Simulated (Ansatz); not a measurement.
# K (sc type): a single-point run

Wanted: a converged single-point run for K (sc type), and a check of what comes out.

Computed with Ansatz 0.2.0 (DFT, PBEsol, PAW with Ansatz's default frozen-core files, scalar-relativistic, unless a step's input says otherwise).

2 further runs of the same task are left out: 2 that didn't finish. Runs told in other sessions of the task aren't counted.

## 1. The structure to begin with

It takes space group Pm-3m (No. 221, cubic). The conventional cell has a = 4.015 Å, b = 4.015 Å, c = 4.015 Å, α = 90.00°, β = 90.00°, γ = 90.00°. Around K (site symmetry m-3m) lie 6 K at 4.01 Å.

As a file:

```
CELL_PARAMETERS angstrom
4.01462 0.00000 0.00000
0.00000 4.01462 0.00000
0.00000 0.00000 4.01462
ATOMIC_POSITIONS crystal
K 0.00000 0.00000 0.00000
```

## 2. The run

Contents of input.yaml:

```yaml
crystal:
  lattice:
    - [4.014617881, 0.0, 0.0]
    - [0.0, 4.014617881, 0.0]
    - [0.0, 0.0, 4.014617881]
  atoms:
    - { symbol: K, position: [0.0, 0.0, 0.0] }
kpoints:
  mp_grid: { grid: [9, 9, 9] }
  band_path:
    path:
      - [0.0, 0.0, 0.0]
      - [0.0, 0.5, 0.0]
      - [0.5, 0.5, 0.0]
      - [0.0, 0.0, 0.0]
      - [0.5, 0.5, 0.5]
      - [0.0, 0.5, 0.0]
      - [0.5, 0.5, 0.5]
      - [0.5, 0.5, 0.0]
    npoints: 8
scf:
  occupations: { method: fermi_dirac, width: 0.1 }
  max_iter: 100
hamiltonian:
  xc: pbesol
  pseudopotentials: { kind: paw }
output:
  forces: true
  stress: true
  eigenvalues: true
  populations: true
total_charge: 6
```

Run with:

```sh
> ansatz run input.yaml --threads 1 --pin off --max-ram 2048MiB --backend cpu --events-out ev --progress --plain --runs-dir out
```

What happens when this is run?

The run converged and reported no error, with warnings (open shared shell at semilocal close). It gives a pressure of -68 GPa, which is large.

Look at the input: total_charge is 6. With this charge the calculation describes a differently charged system.

Run again and compare: delete total_charge (the default then holds).
